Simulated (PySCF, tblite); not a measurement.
# C4H13NSi2: geometry, infrared bands and NMR shifts

Aim: predict the infrared bands and NMR shifts of C4H13NSi2 (`[SiH3]N[SiH2]CC1CC1`).

Computed with tblite 0.8.0 and PySCF 2.14.0, with density-fitted response routines of our own, on a single molecule in the gas phase. Atoms are numbered from 0 throughout.

**1. Starting geometry**

20 atoms, charge 0, multiplicity 1; geometry from: force field or distance geometry start.

Bonds of the start (Å): Si0–N1 1.80, N1–Si2 1.76, Si2–C3 1.88, C3–C4 1.51, C4–C5 1.51, C5–C6 1.50, C6–C4 1.50, Si0–H7 1.48, Si0–H8 1.47, Si0–H9 1.46, N1–H10 1.06, Si2–H11 1.49, Si2–H12 1.48, C3–H13 1.12, C3–H14 1.10, C4–H15 1.10, C5–H16 1.13, C5–H17 1.10, C6–H18 1.13, C6–H19 1.11.

**2. Geometry optimisation with GFN2-xTB**

The job: settings as JSON, then the geometry in Å.

```
{"job": {"kind": "relax", "xc": "GFN2-xTB", "basis": "xTB"}, "charge": 0, "multiplicity": 1}
Si     3.044700     0.511100    -0.136800
N      2.474700    -1.181700     0.105800
Si     0.813600    -1.254600    -0.482500
C     -0.233800     0.048600     0.378800
C     -1.482800     0.209000    -0.445700
C     -2.450100     1.226200     0.104300
C     -2.810800    -0.230400     0.096300
H      2.979300     0.873900    -1.573200
H      2.270600     1.471000     0.668200
H      4.439600     0.520600     0.287700
H      3.082600    -1.851900    -0.438100
H      0.727100    -0.993300    -1.949200
H      0.186400    -2.551400    -0.153500
H     -0.452100    -0.266200     1.428500
H      0.311800     1.005500     0.307400
H     -1.357300     0.195900    -1.542900
H     -2.278400     1.629200     1.144300
H     -2.825200     1.914800    -0.669300
H     -2.845500    -0.765800     1.091900
H     -3.599500    -0.499800    -0.634800
```

The run is started by

```sh
$ OMP_NUM_THREADS=1 python probes_run.py task.json out
```

This one command runs all jobs of the session in turn.

**Question.** This job is followed by: GFN2-xTB harmonic vibrations, gas phase; GIAO PBE0/pcSseg-1 NMR shielding, non-relativistic, gas phase. Predict these results of the whole session: strongest single infrared mode (GFN2-xTB); zero-point energy (GFN2-xTB); 13C shifts against TMS (PBE0/pcSseg-1, means over atoms taken as alike); 1H shifts against TMS (PBE0/pcSseg-1, means over atoms taken as alike); 29Si shifts against TMS (PBE0/pcSseg-1); 15N shifts against NH3 (PBE0/pcSseg-1); surface potential, 1st and 99th percentile.

As calculated:

| quantity | value |
| --- | --- |
| strongest single infrared mode (GFN2-xTB) | 2212 cm⁻¹, 472 km/mol |
| zero-point energy (GFN2-xTB) | 96.9 kcal/mol |
| 13C shifts against TMS (PBE0/pcSseg-1, means over atoms taken as alike) | 19.9, 8.4, 7.5 ppm |
| 1H shifts against TMS (PBE0/pcSseg-1, means over atoms taken as alike) | 4.95, 4.69, 0.98, 0.61, 0.52, 0.04, -0.65 ppm |
| 29Si shifts against TMS (PBE0/pcSseg-1) | -31.1, -58.6 ppm |
| 15N shifts against NH3 (PBE0/pcSseg-1) | -5.9 ppm |
| surface potential, 1st and 99th percentile | -0.50 V and 1.38 V |

What this shows: Over 151 steps the energy fell by 0.870 eV; of the close pairs, Si0–N1 changed most, 1.803 to 1.734 Å. No mode is imaginary among the 54: a minimum at this level. The strongest single mode, at 2212 cm⁻¹, moves mainly H7. Unscaled tight-binding wavenumbers are off by several per cent, some by more. Its intensities can rank the bands wrongly. At PBE0/pcSseg-1: The widest tensor belongs to Si0: span 102 ppm, with a paramagnetic part of -472 ppm.
